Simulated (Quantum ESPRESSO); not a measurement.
# TaVN2 (P4/mmm) in Quantum ESPRESSO: single point with PBE

Aim: the single point of TaVN2 with PBE.

All numbers are computed with Quantum ESPRESSO 7.5; they aren't measurements. Logs are shortened: lines on timing, memory, paths and dates and some standing lists are left out, and cuts for length are marked.

### Step 1. Starting point

Symmetry: P4/mmm, No. 123, tetragonal system. The conventional cell has a = 3.050 Å, b = 3.050 Å, c = 4.296 Å, α = 90.00°, β = 90.00°, γ = 90.00°. Ta (site symmetry 4/mmm) has 6 N at 2.15 to 2.16 Å as nearest neighbours. V (site symmetry 4/mmm) has 6 N at 2.15 to 2.16 Å as nearest neighbours. Around N (site symmetry 4/mmm) lie 2 V at 2.15 Å and 4 Ta at 2.16 Å. Around N (site symmetry 4/mmm) lie 2 Ta at 2.15 Å and 4 V at 2.16 Å.

The cell comes from a database or a generator and needn't be the stable form of this composition.

### Step 2. Single point, PBE, collinear spin, ferromagnetic start

pw.in

```
&CONTROL
  calculation = 'scf'
  prefix = 'pwscf'
  outdir = './tmp'
  pseudo_dir = './pseudo'
  tprnfor = .true.
  tstress = .true.
  disk_io = 'nowf'
/
&SYSTEM
  ibrav = 0
  nat = 4
  ntyp = 3
  ecutwfc = 60
  ecutrho = 480
  nbnd = 29
  occupations = 'smearing'
  smearing = 'fd'
  degauss = 0.00367493
  nspin = 2
  starting_magnetization(1) = 0
  starting_magnetization(2) = 0.2692
  starting_magnetization(3) = 0
/
&ELECTRONS
  conv_thr = 8d-10
  electron_maxstep = 120
  mixing_beta = 0.3
/
ATOMIC_SPECIES
Ta   180.9479 Ta_pbe_v1.uspp.F.UPF
V     50.9415 v_pbe_v1.4.uspp.F.UPF
N     14.0070 N.pbe-n-radius_5.UPF
CELL_PARAMETERS angstrom
   3.0498670000    0.0000000000    0.0000000000
   0.0000000000    3.0498670000    0.0000000000
   0.0000000000    0.0000000000    4.2960620000
ATOMIC_POSITIONS crystal
Ta     0.0000000000    0.0000000000    0.0000000000
V      0.5000000000    0.5000000000    0.5000000000
N      0.5000000000    0.5000000000    0.0000000000
N      0.0000000000    0.0000000000    0.5000000000
K_POINTS automatic
9 9 6 0 0 0
```

Potentials or basis: SSSP 1.3 efficiency PBE.

Run with:

```bash
> OMP_NUM_THREADS=1 pw.x -in pw.in > pw.out
```

pw.out:

```text
This program is part of the open-source Quantum ESPRESSO suite
     for quantum simulation of materials; please cite
[... 9 lines left out ...]
     --------------------
     sticks:   dense  smooth     PW     G-vecs:    dense   smooth      PW
     Sum        1265     633    193                47873    16849    2839

     Using Slab Decomposition

     bravais-lattice index     =            0
     lattice parameter (alat)  =       5.7634  a.u.
     unit-cell volume          =     269.6677 (a.u.)^3
     number of atoms/cell      =            4
     number of atomic types    =            3
     number of electrons       =        36.00
     number of Kohn-Sham states=           29
     kinetic-energy cutoff     =      60.0000  Ry
     charge density cutoff     =     480.0000  Ry
     scf convergence threshold =      8.0E-10
     mixing beta               =       0.3000
     number of iterations used =            8  plain     mixing
     Exchange-correlation= PBE
                           (   1   4   3   4   0   0   0)

     celldm(1)=   5.763413  celldm(2)=   0.000000  celldm(3)=   0.000000
     celldm(4)=   0.000000  celldm(5)=   0.000000  celldm(6)=   0.000000

     crystal axes: (cart. coord. in units of alat)
               a(1) = (   1.000000   0.000000   0.000000 )
               a(2) = (   0.000000   1.000000   0.000000 )
               a(3) = (   0.000000   0.000000   1.408606 )

     reciprocal axes: (cart. coord. in units 2 pi/alat)
               b(1) = (  1.000000  0.000000  0.000000 )
               b(2) = (  0.000000  1.000000  0.000000 )
               b(3) = (  0.000000  0.000000  0.709922 )

     PseudoPot. # 1 for Ta read from file:
     Ta_pbe_v1.uspp.F.UPF
     Pseudo is Ultrasoft + core correction, Zval = 13.0
     Generated by new atomic code, or converted to UPF format
     Using radial grid of  921 points,  7 beta functions with:
                l(1) =   0
                l(2) =   0
                l(3) =   1
                l(4) =   1
                l(5) =   2
                l(6) =   2
                l(7) =   3
     Q(r) pseudized with  6 coefficients,  rinner =    1.300   1.300   1.300
                                                       1.300   1.300   1.300
                                                       1.300

     PseudoPot. # 2 for V  read from file:
     v_pbe_v1.4.uspp.F.UPF
     Pseudo is Ultrasoft + core correction, Zval = 13.0
     Generated by new atomic code, or converted to UPF format
     Using radial grid of  853 points,  6 beta functions with:
                l(1) =   0
                l(2) =   0
                l(3) =   1
                l(4) =   1
                l(5) =   2
                l(6) =   2
     Q(r) pseudized with  8 coefficients,  rinner =    1.100   1.100   1.100
                                                       1.100   1.100

     PseudoPot. # 3 for N  read from file:
     N.pbe-n-radius_5.UPF
     Pseudo is Ultrasoft + core correction, Zval =  5.0
     Generated using "atomic" code by A. Dal Corso  v.5.1
     Using radial grid of 1085 points,  4 beta functions with:
                l(1) =   0
                l(2) =   0
                l(3) =   1
                l(4) =   1
     Q(r) pseudized with 0 coefficients

     atomic species   valence    mass     pseudopotential
     Ta               13.00   180.94790     Ta( 1.00)
     V                13.00    50.94150     V ( 1.00)
     N                 5.00    14.00700     N ( 1.00)

     Starting magnetic structure
     atomic species   magnetization
     Ta              0.000
     V               0.269
     N               0.000

     16 Sym. Ops., with inversion, found

   Cartesian axes

     site n.     atom                  positions (alat units)
         1        Ta     tau(   1) = (   0.0000000   0.0000000   0.0000000  )
         2        V      tau(   2) = (   0.5000000   0.5000000   0.7043032  )
         3        N      tau(   3) = (   0.5000000   0.5000000   0.0000000  )
         4        N      tau(   4) = (   0.0000000   0.0000000   0.7043032  )

     number of k points=    60  Fermi-Dirac smearing, width (Ry)=  0.0037
                       cart. coord. in units 2pi/alat
        k(    1) = (   0.0000000   0.0000000   0.0000000), wk =   0.0020576
        k(    2) = (   0.0000000   0.0000000   0.1183203), wk =   0.0041152
        k(    3) = (   0.0000000   0.0000000   0.2366405), wk =   0.0041152
        k(    4) = (   0.0000000   0.0000000  -0.3549608), wk =   0.0020576
        k(    5) = (   0.0000000   0.1111111   0.0000000), wk =   0.0082305
        k(    6) = (   0.0000000   0.1111111   0.1183203), wk =   0.0164609
[... 52 lines left out ...]
        k(   59) = (   0.4444444   0.4444444   0.2366405), wk =   0.0164609
        k(   60) = (   0.4444444   0.4444444  -0.3549608), wk =   0.0082305

     Dense  grid:    47873 G-vectors     FFT dimensions: (  45,  45,  60)

     Smooth grid:    16849 G-vectors     FFT dimensions: (  30,  30,  45)

     Check: negative core charge=   -0.000002
     Generating pointlists ...
     new r_m :   0.2905 (alat units)  1.6744 (a.u.) for type    1
     new r_m :   0.2905 (alat units)  1.6744 (a.u.) for type    2
     new r_m :   0.2905 (alat units)  1.6744 (a.u.) for type    3

     Initial potential from superposition of free atoms

     starting charge      35.9976, renormalised to      36.0000

     negative rho (up, down):  4.706E-02 4.702E-02
     Starting wfcs are   31 randomized atomic wfcs

     Self-consistent Calculation

     iteration #  1     ecut=    60.00 Ry     beta= 0.30
     Davidson diagonalization with overlap
     ethr =  1.00E-02,  avg # of iterations =  3.6

     negative rho (up, down):  4.749E-02 4.811E-02

     total energy              =    -327.38256932 Ry
     estimated scf accuracy    <       1.10859529 Ry

     total magnetization       =     2.15 Bohr mag/cell
     absolute magnetization    =     2.29 Bohr mag/cell

     iteration #  2     ecut=    60.00 Ry     beta= 0.30
     Davidson diagonalization with overlap
     ethr =  3.08E-03,  avg # of iterations =  1.7

     negative rho (up, down):  4.800E-02 4.896E-02
[... 181 lines left out ...]
     total energy              =    -327.61918271 Ry
     estimated scf accuracy    <          7.8E-09 Ry

     total magnetization       =     1.13 Bohr mag/cell
     absolute magnetization    =     1.29 Bohr mag/cell

     iteration # 18     ecut=    60.00 Ry     beta= 0.30
     Davidson diagonalization with overlap
     ethr =  2.16E-11,  avg # of iterations =  2.1

     negative rho (up, down):  4.954E-02 5.074E-02

     Magnetic moment per site  (integrated on atomic sphere of radius R)
     atom   1 (R=0.291)  charge=  8.6196  magn= -0.0338
     atom   2 (R=0.291)  charge= 10.2780  magn=  0.9289
     atom   3 (R=0.291)  charge=  4.8571  magn=  0.0210
     atom   4 (R=0.291)  charge=  4.7759  magn=  0.0232

     End of self-consistent calculation

     Number of k-points >= 100: set verbosity='high' to print the bands.

     the Fermi energy is    19.5159 ev

!    total energy              =    -327.61918272 Ry
     estimated scf accuracy    <          6.1E-10 Ry
     smearing contrib. (-TS)   =      -0.00150153 Ry
     internal energy E=F+TS    =    -327.61768119 Ry

     The total energy is F=E-TS. E is the sum of the following terms:
     one-electron contribution =     -47.98304539 Ry
     hartree contribution      =      46.76801516 Ry
     xc contribution           =     -73.05232989 Ry
     ewald contribution        =    -253.35032108 Ry

     total magnetization       =     1.13 Bohr mag/cell
     absolute magnetization    =     1.29 Bohr mag/cell

     convergence has been achieved in  18 iterations

     negative rho (up, down):  4.954E-02 5.074E-02

     Forces acting on atoms (cartesian axes, Ry/au):

     atom    1 type  1   force =     0.00000000    0.00000000    0.00000000
     atom    2 type  2   force =     0.00000000    0.00000000    0.00000000
     atom    3 type  3   force =     0.00000000    0.00000000    0.00000000
     atom    4 type  3   force =     0.00000000    0.00000000    0.00000000

     Total force =     0.000000     Total SCF correction =     0.000000

     Computing stress (Cartesian axis) and pressure

     negative rho (up, down):  4.954E-02 5.074E-02
          total   stress  (Ry/bohr**3)                   (kbar)     P=      -14.26
  -0.00008921   0.00000000   0.00000000          -13.12        0.00        0.00
   0.00000000  -0.00008921   0.00000000            0.00      -13.12        0.00
   0.00000000   0.00000000  -0.00011245            0.00        0.00      -16.54

=------------------------------------------------------------------------------=
   JOB DONE.
=------------------------------------------------------------------------------=
```

Run time: 2.3 min. Hardware: 1 thread of Intel Xeon 6975P-C (Granite Rapids), shared host; peak memory 0.45 GiB.

What came out:

| Property | Result |
| --- | --- |
| Free energy | -4457.4861 eV |
| Pressure | -1.4 GPa |
| Band gap on the k mesh | none (metal or under the smearing width) |
| Net moment | 1.13 μB per cell |
| Absolute moment | 1.29 μB per cell |
| Site moments | Ta -0.03; V +0.93; N +0.02 μB |
| Valence electrons inside the program's atomic spheres | Ta 8.62; V 10.28; N 4.86, 4.78 |

Stress tensor (GPa, compression positive):
```
-1.31  0.00  0.00
 0.00 -1.31  0.00
 0.00  0.00 -1.65
```

### Step 3. For comparison

An earlier run on the cell as given: functional PBEsol; potentials or basis GBRV 1.5 PBEsol; cutoff 762 eV; density cutoff 6095 eV; k mesh 9 × 9 × 6; occupations fermi-dirac, width 0.05 eV; collinear spin, ferromagnetic start; starting moments [0.0, 2.0, 0.0, 0.0] μB.

* Pressure: -11.2 GPa
* Band gap on the k mesh: none (metal or under the smearing width)
* Net moment: 0.90 μB per cell
* Absolute moment: 1.02 μB per cell
* Site moments: Ta -0.03; V +0.74; N +0.01, +0.02 μB
* Valence electrons inside the program's atomic spheres: Ta 8.62; V 10.26; N 4.83, 4.75
